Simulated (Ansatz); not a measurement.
# H₄N₂O₂W: one species, many methods

An exercise on one series of results from a longer session: the logs are not shown, and one member is left open.

Program: Ansatz 0.2.0, Gaussian basis. Level of theory: functionals in def2-TZVPP, the program's frozen cores in correlated methods. These are calculated values, not measurements.

The runs, in order: LDA (SPW92), PBE-D4, revPBE-D4, BLYP-D4, r2SCAN-D4, B97M-V, PBE0-D4, B3LYP-D4, r2SCANh-D4, r2SCAN0-D4, HSE06-D4, BHLYP-D4, CAM-B3LYP-D4, LC-ωPBE, ωB97X-V, ωB97M-V, B2PLYP, PBE-QIDH; CCSD(T)/def2-SVP; CCSD(T)/def2-TZVPP; MP2/def2-QZVPP; extrapolation to the limit; RPA on PBE.

### Structure used throughout

An earlier PBE0-D4 in a triple-zeta def2 set relaxation fixed the geometry. W takes the def2 core potential; no spin-orbit term is included.

SMILES `[NH2][W]([NH2])(=[O])=[O]`, 9 atoms, charge 0, spin multiplicity 1.

Atoms are counted from 1 here; the program's logs count them from 0.

Bond lengths: N1–W2 1.946 Å, N1–H6 1.008 Å, N1–H7 1.008 Å, W2–N3 1.946 Å, W2–O4 1.711 Å, W2–O5 1.711 Å, N3–H8 1.008 Å, N3–H9 1.008 Å. Angles: W2–N1–H6 123.8°, W2–N1–H7 123.8°, H6–N1–H7 111.7°, N1–W2–N3 111.8°, N1–W2–O4 107.8°, N1–W2–O5 107.8°, N3–W2–O4 107.8°, N3–W2–O5 107.8°, O4–W2–O5 113.8°, W2–N3–H8 123.8°, W2–N3–H9 123.8°, H8–N3–H9 111.7°.

Set-up of the first run:

Input file in.yaml:

```yaml
crystal:
  periodic: [false, false, false]
  atoms:
    - {symbol: N, position_ang: [-1.093028, 1.224570, -0.336675]}
    - {symbol: W, position_ang: [0.312006, -0.106475, -0.539790]}
    - {symbol: N, position_ang: [0.641192, -1.070374, 1.118398]}
    - {symbol: O, position_ang: [-0.206391, -1.240687, -1.710838]}
    - {symbol: O, position_ang: [1.752463, 0.713082, -0.963984]}
    - {symbol: H, position_ang: [-0.920512, 2.196046, -0.130107]}
    - {symbol: H, position_ang: [-2.060800, 1.058706, -0.564943]}
    - {symbol: H, position_ang: [0.217358, -1.956086, 1.346608]}
    - {symbol: H, position_ang: [1.357713, -0.818773, 1.781340]}
basis:
  gaussian: {orbitals: def2-TZVPP}
hamiltonian: {xc: lda}
output: {orbitals: {seedname: orbitals}}
```

Command:

```sh
$ ansatz run in.yaml --threads 4 --pin off --events-out ev --progress --plain --max-ram 10444MiB
```

Steps of the session up to this table: LDA; PBE-D4 (GGA); revPBE-D4 (GGA); BLYP-D4 (GGA); r2SCAN-D4 (meta-GGA); B97M-V (meta-GGA); B3LYP-D4 (hybrid); r2SCANh-D4 (hybrid); r2SCAN0-D4 (hybrid); HSE06-D4 (hybrid); BHLYP-D4 (hybrid); CAM-B3LYP-D4 (range-separated); LC-ωPBE (range-separated); ωB97X-V (range-separated); ωB97M-V (range-separated); B2PLYP (double hybrid); PBE-QIDH (double hybrid).

One table of the session follows, with a row left open; its other results are not shown here.

It belongs to the step «Frontier levels by functional». 

| functional | HOMO (eV) | gap (eV) |
| --- | --- | --- |
| LDA (SPW92) | -6.64 | 4.37 |
| PBE-D4 | -6.42 | 4.38 |
| revPBE-D4 | -6.34 | 4.39 |
| BLYP-D4 | -6.30 | 4.36 |
| r2SCAN-D4 | -6.75 | 4.84 |
| B97M-V | -6.79 | 4.98 |
| PBE0-D4 | -7.83 | 6.66 |
| B3LYP-D4 | -7.59 | 6.18 |
| r2SCANh-D4 | -7.27 | 5.69 |
| r2SCAN0-D4 | -8.07 | 6.98 |
| HSE06-D4 | -7.43 | 5.87 |
| BHLYP-D4 | -9.16 | 8.99 |
| CAM-B3LYP-D4 | ? | ? |
| LC-ωPBE | -10.60 | 11.78 |
| ωB97X-V | -10.20 | 11.29 |
| ωB97M-V | -10.10 | 11.14 |

Estimate the missing values for CAM-B3LYP-D4.

As computed: HOMO (eV): -9.23; gap (eV): 9.19. In the column «HOMO (eV)» it lies between ωB97M-V (-10.10) and BHLYP-D4 (-9.16).
